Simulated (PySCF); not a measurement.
**Zr(OH)₂: triplet, from a linear start**

Where does triplet Zr(OH)₂ go from a linear start, is the end point a minimum, and what are its modes, charges and moments?

Computed with PySCF 2.14.0. Level: PBE, basis Zr def2-SVP with ECP28, O def2-SVP, H def2-SVP, scalar-relativistic core potentials, no spin–orbit coupling, density fitting.

## 1. The starting structure

5 atoms, charge 0, spin multiplicity 3.

Bond lengths: Zr1–O2 2.170 Å, Zr1–O3 2.170 Å, O2–H4 0.960 Å, O3–H5 0.960 Å. Angles: O2–Zr1–O3 180.0°, Zr1–O2–H4 130.0°, Zr1–O3–H5 130.0°.

```xyz
5
charge 0 multiplicity 3
Zr    0.0000    0.0000    0.0000
O     0.0000    0.0000    2.1700
O     0.0000    0.0000   -2.1700
H    -0.7354    0.0000    2.7871
H     0.7354    0.0000   -2.7871
```

## 2. Relaxation: linear start, triplet

One driver script runs all steps and calls PySCF; scf.py shows how it sets up the SCF of each step. The optimiser is the driver's own. Before each start the driver seeks the lowest SCF state from one or more starting densities and follows internal instabilities, so scf.py alone need not reach the same state.

The program finds C2h symmetry in the start, which this walk keeps. Threshold on the gradient: 0.0003 Eh/bohr, with a further test on the energy change.

Input file scf.py:

```python
from pyscf import gto, scf, dft
mol = gto.M(atom='''
Zr     0.000000     0.000000     0.000000
O     -0.000000     0.000000     2.170000
O      0.000000     0.000000    -2.170000
H     -0.735400     0.000000     2.787100
H      0.735400     0.000000    -2.787100''',
    basis={'Zr': 'def2-SVP', 'O': 'def2-SVP', 'H': 'def2-SVP'},
    ecp={'Zr': 'def2-SVP'},
    charge=0, spin=2)
mf = dft.UKS(mol, xc='PBE')
mf.grids.atom_grid = (50, 194)
aux = {'Zr': 'def2-universal-JKFIT', 'O': 'def2-universal-JKFIT', 'H': 'def2-universal-JKFIT'}
mf = mf.density_fit(auxbasis=aux)
mf.kernel()
```

Energy and gradient, step by step:

```tsv
step	energy (Eh)	change (kJ/mol)	largest symmetric gradient (Eh/bohr)
0	-198.442315	0.00	0.06824
1	-198.462428	-52.80	0.02675
2	-198.468805	-69.55	0.02912
3	-198.471633	-76.97	0.01319
4	-198.474892	-85.53	0.01119
5	-198.477740	-93.01	0.03546
6	-198.480555	-100.40	0.00602
7	-198.481897	-103.92	0.00360
8	-198.482407	-105.26	0.00957
9	-198.482549	-105.63	0.00066
10	-198.482564	-105.67	0.00053
11	-198.482566	-105.68	0.00011
```

The walk took 14 s on 4 threads, shared host.

It settles in D∞h symmetry, 105.7 kJ/mol below the start, after 11 steps: O–H 0.967 Å (×2), Zr–O 1.951 Å (×2); H–O–Zr 179.7° (×2), O–Zr–O 180.0°.

## 3. Is it a minimum? Harmonic modes

On the finer grid the gradient is checked again; gradients at displacements of ±0.01 bohr then give force constants and infrared intensities.

scf.py: that of step 2 with these lines changed.

```diff
@@ -3,5 +3,5 @@
-Zr     0.000000     0.000000     0.000000
-O     -0.000000     0.000000     2.170000
-O      0.000000     0.000000    -2.170000
-H     -0.735400     0.000000     2.787100
-H      0.735400     0.000000    -2.787100''',
+Zr    -0.000000     0.000000     0.000000
+O     -0.341073    -0.000000     1.921374
+O      0.341073     0.000000    -1.921374
+H     -0.510030     0.000000     2.873162
+H      0.510030     0.000000    -2.873162''',
@@ -12 +12 @@
-mf.grids.atom_grid = (50, 194)
+mf.grids.atom_grid = (75, 302)
```

The driver hands on the density of the step before, so the log starts near convergence.

Log of the central SCF (cycles and frontier levels):

```text
init E= -198.482482843264
[... the frontier-level lines of each cycle are left out ...]
cycle= 1 E= -198.482482839434  delta_E= 3.83e-09  |g|= 0.000101  |ddm|= 9.25e-05
cycle= 2 E= -198.482482804451  delta_E= 3.5e-08  |g|= 0.000306  |ddm|= 0.00027
cycle= 3 E= -198.482482843743  delta_E= -3.93e-08  |g|= 5.13e-06  |ddm|= 0.000202
cycle= 4 E= -198.482482843758  delta_E= -1.45e-11  |g|= 2.13e-07  |ddm|= 8.37e-06
Extra cycle  E= -198.482482843757  delta_E= 2.84e-13  |g|= 6.06e-07  |ddm|= 6.63e-07
converged SCF energy = -198.482482843757  <S^2> = 2.00446  2S+1 = 3.0029718
```

The whole step took 19 s.

Geometry: D∞h; O–H 0.967 Å (×2), Zr–O 1.951 Å (×2); H–O–Zr 180.0° (×2), O–Zr–O 180.0°.

Harmonic modes (main isotopes):

```json
{"symmetry": "πu", "ω (cm⁻¹)": "73i", "IR (km/mol)": "30.6", "μ (u)": "3.86"}
{"symmetry": "πu", "ω (cm⁻¹)": "473", "IR (km/mol)": "284", "μ (u)": "1.30"}
{"symmetry": "πg", "ω (cm⁻¹)": "525", "IR (km/mol)": "0.0", "μ (u)": "1.14"}
{"symmetry": "σg+", "ω (cm⁻¹)": "675", "IR (km/mol)": "0.0", "μ (u)": "8.36"}
{"symmetry": "σu+", "ω (cm⁻¹)": "688", "IR (km/mol)": "238", "μ (u)": "11.16"}
{"symmetry": "σu+", "ω (cm⁻¹)": "3856", "IR (km/mol)": "358", "μ (u)": "1.07"}
{"symmetry": "σg+", "ω (cm⁻¹)": "3857", "IR (km/mol)": "0.0", "μ (u)": "1.07"}
```

With 2 modes imaginary (up to 73i cm⁻¹) this point is a saddle.

Constants and moments:

| Quantity | Value |
| --- | --- |
| Dipole moment | 0.00 D |
| Highest occupied level | -3.33 eV |
| Lowest empty level | -2.67 eV |
| Rotational constants | 0.1213 cm⁻¹ |
| Zero-point energy (real modes) | 66.2 kJ/mol |
| Principal polarisabilities | 67.4, 80.3, 80.3 bohr³ |
| Atomisation energy without zero-point energy | 2022 kJ/mol |
| Principal traceless quadrupole moments about the centre of mass | -5.34, -5.34, 10.68 D Å |
| Spin squared ⟨S²⟩ | 2.004 |

Populations by atom (charges in e):

```tsv
atom	Mulliken	Löwdin	polar tensor	spin (Mulliken)	Mayer order to Zr1
Zr1	0.38	0.04	0.78	2.11	–
O2,3	-0.36	-0.12	-0.69	-0.05	1.30
H4,5	0.17	0.10	0.30	0.00	0.06
```

Outer orbital energies (eV). α occupied: -12.40, -10.45, -7.65, -7.65, -6.94, -6.94, -3.81, -3.33; empty: -2.67, -0.65, -0.65, -0.59. β occupied: -23.23, -22.61, -12.35, -10.44, -7.60, -7.60, -6.97, -6.97; empty: -2.46, -1.81, -1.32, -0.10.

Mulliken populations on Zr1 (outside its core potential): s 2.82, p 6.33, d 2.38, f 0.09.

## 4. Following the imaginary mode

The atoms are moved a little along the softest imaginary mode and relaxed again.

The program finds C2v symmetry in the start, which this walk keeps.

scf.py: that of step 3 with these lines changed.

```diff
@@ -3,5 +3,5 @@
-Zr    -0.000000     0.000000     0.000000
-O     -0.341073    -0.000000     1.921374
-O      0.341073     0.000000    -1.921374
-H     -0.510030     0.000000     2.873162
-H      0.510030     0.000000    -2.873162''',
+Zr    -0.038975     0.001657    -0.006919
+O     -0.247034    -0.003998     1.938068
+O      0.435112    -0.003998    -1.904681
+H     -0.264094    -0.010457     2.916819
+H      0.755966    -0.010457    -2.829504''',
@@ -12 +12 @@
-mf.grids.atom_grid = (75, 302)
+mf.grids.atom_grid = (50, 194)
```

The optimiser's trace:

```tsv
step	energy (Eh)	change (kJ/mol)	largest symmetric gradient (Eh/bohr)
0	-198.482395	0.00	0.01189
1	-198.482705	-0.81	0.00227
2	-198.482721	-0.86	0.00084
3	-198.482741	-0.91	0.00141
4	-198.482811	-1.09	0.00522
5	-198.482915	-1.36	0.00964
6	-198.482993	-1.57	0.01273
7	-198.483134	-1.94	0.01104
8	-198.483386	-2.60	0.00306
9	-198.483457	-2.79	0.00378
10	-198.483589	-3.13	0.00392
11	-198.483734	-3.52	0.00642
12	-198.483807	-3.71	0.00305
13	-198.483848	-3.81	0.00510
14	-198.483883	-3.90	0.00058
15	-198.483891	-3.93	0.00055
16	-198.483895	-3.94	0.00053
17	-198.483896	-3.94	0.00021
```

The walk took 24 s.

End point (C2v, 17 steps, 3.9 kJ/mol gained): O–H 0.967 Å (×2), Zr–O 1.941 Å (×2); H–O–Zr 161.9° (×2), O–Zr–O 146.5°.

## 5. Is it a minimum? Harmonic modes

The same treatment as at the point before.

scf.py: that of step 4 with these lines changed.

```diff
@@ -3,5 +3,5 @@
-Zr    -0.038975     0.001657    -0.006919
-O     -0.247034    -0.003998     1.938068
-O      0.435112    -0.003998    -1.904681
-H     -0.264094    -0.010457     2.916819
-H      0.755966    -0.010457    -2.829504''',
+Zr    -0.128256     0.005453    -0.022767
+O      0.065538    -0.016675     1.909724
+O      0.718832    -0.016675    -1.770487
+H      0.448371    -0.038952     2.797786
+H      1.383932    -0.038952    -2.472524''',
@@ -12 +12 @@
-mf.grids.atom_grid = (50, 194)
+mf.grids.atom_grid = (75, 302)
```

Log of the central SCF (cycles and frontier levels):

```text
init E= -198.483886341391
[... the frontier-level lines of each cycle are left out ...]
cycle= 1 E= -198.483886341288  delta_E= 1.04e-10  |g|= 1.66e-05  |ddm|= 2.11e-05
cycle= 2 E= -198.483886340377  delta_E= 9.1e-10  |g|= 4.9e-05  |ddm|= 4.92e-05
cycle= 3 E= -198.483886341413  delta_E= -1.04e-09  |g|= 1.43e-06  |ddm|= 3.44e-05
cycle= 4 E= -198.483886341415  delta_E= -2.27e-12  |g|= 4.81e-07  |ddm|= 4.72e-06
Extra cycle  E= -198.483886341418  delta_E= -3.18e-12  |g|= 1.08e-06  |ddm|= 8.79e-06
converged SCF energy = -198.483886341418  <S^2> = 2.0040508  2S+1 = 3.0026993
```

The whole step took 42 s.

Geometry: C2v; O–H 0.967 Å (×2), Zr–O 1.942 Å (×2); H–O–Zr 162.4° (×2), O–Zr–O 148.4°.

Modes, for the most abundant isotopes:

| symmetry | ω (cm⁻¹) | IR (km/mol) |
| --- | --- | --- |
| a1 | 89 | 4.9 |
| b1 | 361 | 140 |
| a1 | 412 | 105 |
| a2 | 433 | 0.0 |
| b2 | 448 | 107 |
| a1 | 681 | 17.8 |
| b2 | 693 | 164 |
| b2 | 3850 | 306 |
| a1 | 3853 | 95.6 |

All wavenumbers are real: a minimum.

Properties at this point:

- Dipole moment: 1.48 D
- Highest occupied level: -3.14 eV
- Lowest empty level: -2.51 eV
- Rotational constants: 2.033, 0.1336, 0.1254 cm⁻¹
- Zero-point energy: 64.7 kJ/mol
- Principal polarisabilities: 66.5, 84.0, 89.2 bohr³
- Atomisation energy without zero-point energy: 2026 kJ/mol
- Principal traceless quadrupole moments about the centre of mass: -6.30, -0.78, 7.08 D Å
- Entropy at 298.15 K and 1 bar (electronic part: spin only): 303.7 J/(mol K)
- Heat capacity Cp at 298.15 K: 72.7 J/(mol K)
- Enthalpy at 298.15 K above 0 K: 15.65 kJ/mol
- Rotational symmetry number: 2
- Spin squared ⟨S²⟩: 2.004

Charges (e) and bond orders:

```tsv
atom	Mulliken	Löwdin	polar tensor	spin (Mulliken)	Mayer order to Zr1
Zr1	0.37	0.02	0.80	2.09	–
O2,3	-0.37	-0.11	-0.71	-0.04	1.32
H4,5	0.18	0.10	0.31	0.00	0.05
```

Mulliken populations on Zr1 (outside its core potential): s 2.81, p 6.32, d 2.42, f 0.08.

## 6. The points found, side by side

| spin | group | bonds | imaginary modes (cm⁻¹) | ΔE (kJ/mol) | with zero-point energy |
| --- | --- | --- | --- | --- | --- |
| triplet | C2v | O–H 0.967 Å (×2), Zr–O 1.942 Å (×2) | none | 0.0 | 0.0 |
| triplet | D∞h | O–H 0.967 Å (×2), Zr–O 1.951 Å (×2) | 73i, 73i | 3.7 | – |

## 7. Results

| quantity | value |
| --- | --- |
| minimum | triplet, C2v |
| geometry | O–H 0.967 Å (×2), Zr–O 1.942 Å (×2); H–O–Zr 162.4° (×2), O–Zr–O 148.4° |
| wavenumbers (cm⁻¹) | 89 (a1), 361 (b1), 412 (a1), 433 (a2), 448 (b2), 681 (a1), 693 (b2), 3850 (b2), 3853 (a1) |
| dipole moment | 1.48 D |
| highest occupied, lowest empty level (either spin) | -3.14, -2.51 eV |
| polar-tensor charge of Zr1 | +0.80 e |
| zero-point energy | 64.7 kJ/mol |
| entropy at 298.15 K | 303.7 J/(mol K) |
| atomisation energy (no zero-point energy) | 2026 kJ/mol |
| ⟨S²⟩ | 2.004 |

From C2h at the start the molecule goes to a C2v minimum, after a stop at a second-order saddle point 3.7 kJ/mol higher, from which it was pushed off along an imaginary mode. In the infrared the band at 3850 cm⁻¹ (b2) leads. Most of the spin sits on Zr1 (Mulliken spin 2.09, against 2 for the whole molecule). Other starts or spin states, not run here, may lie lower. Take wavenumbers under 90 cm⁻¹ as rough. One determinant may miss the lowest occupation of an open d or f shell.

The search up to here took 1.8 min on 4 threads, shared host.
